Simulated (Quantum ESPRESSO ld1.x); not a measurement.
# Valence configurations of Tm³⁺

Aim: which of several valence configurations of Tm³⁺ lies lowest at this level, and whether it is the one NIST lists ([Xe] 4f12).

Method: scalar-relativistic Kohn-Sham, PBE, spin-unpolarised, spherical densities, point nucleus. Code: Quantum ESPRESSO ld1.x 7.5.

## Step 1: Starting point

```
element       : thulium (Z = 69)
charge        : +3
electrons     : 66
configuration : [Xe] 4f12
others tried  : 4f11.5 5d0.5; 4f11 6p1; 4f11 5d1; 4f11 6s1; 4f10 6p2; 4f10 6s1 6p1; 4f10.5 6s0.5 6p1; 4f10 6s2; 4f9 6s1 6p2
```

The outer shells:

Tm³⁺
```
[Xe] core
4f [↑↓][↑↓][↑↓][↑↓][↑↓][↑ ][↑ ]
```

## Step 2: [Xe] 4f12

The input, ld1.in:

```fortran
 &input
    atom='Tm',
    iswitch=1,
    rel=1,
    dft='PBE',
    config='[Xe] 4f12',
    verbosity='high',
    prefix='ld1',
    max_out_wfc=37,
    file_charge='ld1.rho',
 /
```

## Step 3: [Xe] 4f11.5 5d0.5

Edit ld1.in of step 2 so:

```diff
@@ -5,3 +5,3 @@
     dft='PBE',
-    config='[Xe] 4f12',
+    config='[Xe] 4f11.5 5d0.5',
     verbosity='high',
```

## Step 4: [Xe] 4f11 6p1

Edit ld1.in of step 3 so:

```diff
@@ -5,3 +5,3 @@
     dft='PBE',
-    config='[Xe] 4f11.5 5d0.5',
+    config='[Xe] 4f11 6p1',
     verbosity='high',
```

## Step 5: [Xe] 4f11 5d1

Edit ld1.in of step 4 so:

```diff
@@ -5,3 +5,3 @@
     dft='PBE',
-    config='[Xe] 4f11 6p1',
+    config='[Xe] 4f11 5d1',
     verbosity='high',
```

## Step 6: [Xe] 4f11 6s1

Edit ld1.in of step 5 so:

```diff
@@ -5,3 +5,3 @@
     dft='PBE',
-    config='[Xe] 4f11 5d1',
+    config='[Xe] 4f11 6s1',
     verbosity='high',
```

## Step 7: [Xe] 4f10 6p2

Edit ld1.in of step 6 so:

```diff
@@ -5,3 +5,3 @@
     dft='PBE',
-    config='[Xe] 4f11 6s1',
+    config='[Xe] 4f10 6p2',
     verbosity='high',
```

## Step 8: [Xe] 4f10 6s1 6p1

Edit ld1.in of step 7 so:

```diff
@@ -5,3 +5,3 @@
     dft='PBE',
-    config='[Xe] 4f10 6p2',
+    config='[Xe] 4f10 6s1 6p1',
     verbosity='high',
```

## Step 9: [Xe] 4f10.5 6s0.5 6p1

Edit ld1.in of step 8 so:

```diff
@@ -5,3 +5,3 @@
     dft='PBE',
-    config='[Xe] 4f10 6s1 6p1',
+    config='[Xe] 4f10.5 6s0.5 6p1',
     verbosity='high',
```

## Step 10: [Xe] 4f10 6s2

Edit ld1.in of step 9 so:

```diff
@@ -5,3 +5,3 @@
     dft='PBE',
-    config='[Xe] 4f10.5 6s0.5 6p1',
+    config='[Xe] 4f10 6s2',
     verbosity='high',
```

## Step 11: [Xe] 4f9 6s1 6p2

Edit ld1.in of step 10 so:

```diff
@@ -5,3 +5,3 @@
     dft='PBE',
-    config='[Xe] 4f10 6s2',
+    config='[Xe] 4f9 6s1 6p2',
     verbosity='high',
```

Before running it: what results should come out? Wanted: for each run, valence; E − E(NIST configuration); highest level; its energy; 1s shift.

As calculated:

| valence | E − E(NIST configuration) (eV) | highest level | its energy (eV) | 1s shift (eV) |
| --- | --- | --- | --- | --- |
| 4f12 | 0.000 | 4f | -35.740 | +0.00 |
| 4f11.5 5d0.5 | 6.043 | 5d | -26.016 | -3.90 |
| 4f11 5d1 | 13.485 | 5d | -26.982 | -8.00 |
| 4f11 6s1 | 15.822 | 6s | -26.444 | -11.24 |
| 4f11 6p1 | 22.271 | 6p | -20.721 | -12.55 |
| 4f10.5 6s0.5 6p1 | 33.790 | 6p | -21.567 | -18.65 |
| 4f10 6s2 | 40.691 | 6s | -28.767 | -23.76 |
| 4f10 6s1 6p1 | 47.720 | 6p | -22.391 | -25.04 |
| 4f10 6p2 | 54.780 | 6p | -22.997 | -26.30 |
| 4f9 6s1 6p2 | 91.017 | 6p | -24.521 | -39.87 |

What this shows: Theory agrees with NIST among these: the next, 4f11.5 5d0.5, lies 6.043 eV higher. The energies are those of spherical spin-averaged densities, not of single terms. The 1s eigenvalue shifts by up to 39.87 eV as the valence charge is rearranged.
